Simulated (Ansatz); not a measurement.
**C2H7ClFHfNS: a ladder of functionals and wavefunction methods**

An exercise on one series of results from a longer session: the logs are not shown, and one member is left open.

The runs use Ansatz 0.2.0, Gaussian basis; functionals in def2-TZVPP, the program's frozen cores in correlated methods.

Plan: LDA (SPW92), PBE-D4, revPBE-D4, BLYP-D4, r2SCAN-D4, B97M-V, PBE0-D4, B3LYP-D4, r2SCANh-D4, r2SCAN0-D4, HSE06-D4, BHLYP-D4, CAM-B3LYP-D4, LC-ωPBE, ωB97X-V, ωB97M-V, B2PLYP, PBE-QIDH; CCSD(T)/def2-SVP; CCSD(T)/def2-TZVPP; MP2/def2-QZVPP; extrapolation to the limit; RPA on PBE.

### The relaxed structure

The geometry comes from an earlier relaxation with PBE0-D4 in a triple-zeta def2 set; it is a stationary point, not always the lowest conformer. Hf takes the def2 core potential; no spin-orbit term is included.

SMILES `C[N](C)[Hf]([F])([SH])[Cl]`, 14 atoms, charge 0, spin multiplicity 1.

Atoms are counted from 1 here; the program's logs count them from 0.

Bond lengths: C1–N2 1.444 Å, C1–H8 1.098 Å, C1–H9 1.098 Å, C1–H10 1.092 Å, N2–C3 1.448 Å, N2–Hf4 1.991 Å, C3–H11 1.098 Å, C3–H12 1.097 Å, C3–H13 1.097 Å, Hf4–F5 1.900 Å, Hf4–S6 2.457 Å, Hf4–Cl7 2.362 Å, S6–H14 1.345 Å. Angles: N2–C1–H8 111.1°, N2–C1–H9 111.2°, N2–C1–H10 110.7°, H8–C1–H9 107.7°, H8–C1–H10 108.0°, H9–C1–H10 108.0°, C1–N2–C3 113.7°, C1–N2–Hf4 129.7°, C3–N2–Hf4 116.6°, N2–C3–H11 111.2°, N2–C3–H12 111.5°, N2–C3–H13 111.1°, H11–C3–H12 108.3°, H11–C3–H13 107.3°, H12–C3–H13 107.2°, N2–Hf4–F5 107.6°, N2–Hf4–S6 105.5°, N2–Hf4–Cl7 109.4° and more.

The first run:

File in.yaml:

```yaml
crystal:
  periodic: [false, false, false]
  atoms:
    - {symbol: C, position_ang: [0.201428, 0.806288, 1.556380]}
    - {symbol: N, position_ang: [0.205247, 0.103661, 0.295350]}
    - {symbol: C, position_ang: [0.535048, -1.301367, 0.412923]}
    - {symbol: Hf, position_ang: [-0.127695, 0.790236, -1.544138]}
    - {symbol: F, position_ang: [-0.308409, 2.678431, -1.427486]}
    - {symbol: S, position_ang: [-2.228407, -0.257691, -2.267679]}
    - {symbol: Cl, position_ang: [1.646230, 0.133878, -2.958504]}
    - {symbol: H, position_ang: [-0.537759, 0.377418, 2.245283]}
    - {symbol: H, position_ang: [1.183278, 0.751781, 2.043974]}
    - {symbol: H, position_ang: [-0.045185, 1.860051, 1.410540]}
    - {symbol: H, position_ang: [-0.193476, -1.829820, 1.041607]}
    - {symbol: H, position_ang: [1.532694, -1.444716, 0.846435]}
    - {symbol: H, position_ang: [0.534728, -1.790784, -0.568711]}
    - {symbol: H, position_ang: [-2.397723, -0.877374, -1.085984]}
basis:
  gaussian: {orbitals: def2-TZVPP}
hamiltonian: {xc: lda}
output: {orbitals: {seedname: orbitals}}
```

Started as:

```console
$ ansatz run in.yaml --threads 2 --pin off --events-out ev --progress --plain --max-ram 22528MiB --backend cuda --devices 0, --max-vram 18GiB
```

Among the steps run: LDA; PBE-D4 (GGA); revPBE-D4 (GGA); BLYP-D4 (GGA); r2SCAN-D4 (meta-GGA); B97M-V (meta-GGA); B3LYP-D4 (hybrid); r2SCANh-D4 (hybrid); r2SCAN0-D4 (hybrid); HSE06-D4 (hybrid); BHLYP-D4 (hybrid); CAM-B3LYP-D4 (range-separated); LC-ωPBE (range-separated); ωB97X-V (range-separated); ωB97M-V (range-separated); B2PLYP (double hybrid); PBE-QIDH (double hybrid).

One table of the session follows, with a row left open; its other results are not shown here.

It belongs to the step «Frontier levels by functional». 

```
  functional  HOMO (eV)  gap (eV)
 LDA (SPW92)      -6.21      4.00
      PBE-D4      -6.06      4.10
   revPBE-D4      -6.00      4.14
     BLYP-D4          ?         ?
   r2SCAN-D4      -6.29      4.53
      B97M-V      -6.37      4.62
     PBE0-D4      -7.32      6.20
    B3LYP-D4      -7.11      5.78
  r2SCANh-D4      -6.77      5.31
  r2SCAN0-D4      -7.49      6.49
    HSE06-D4      -6.92      5.43
    BHLYP-D4      -8.50      8.33
CAM-B3LYP-D4      -8.66      8.63
     LC-ωPBE      -9.99     11.13
     ωB97X-V      -9.66     10.67
     ωB97M-V      -9.56     10.39
```

Estimate the missing values for BLYP-D4.

Worked estimate for «HOMO (eV)». Against the share of exact exchange, B3LYP-D4 (0.2, -7.11), BHLYP-D4 (0.5, -8.50) give a slope of -4.63 per unit share; at 0 the line stands at -6.18.

**Answer.** HOMO (eV): -5.93; gap (eV): 4.11. In «HOMO (eV)» the line misses by -0.25.
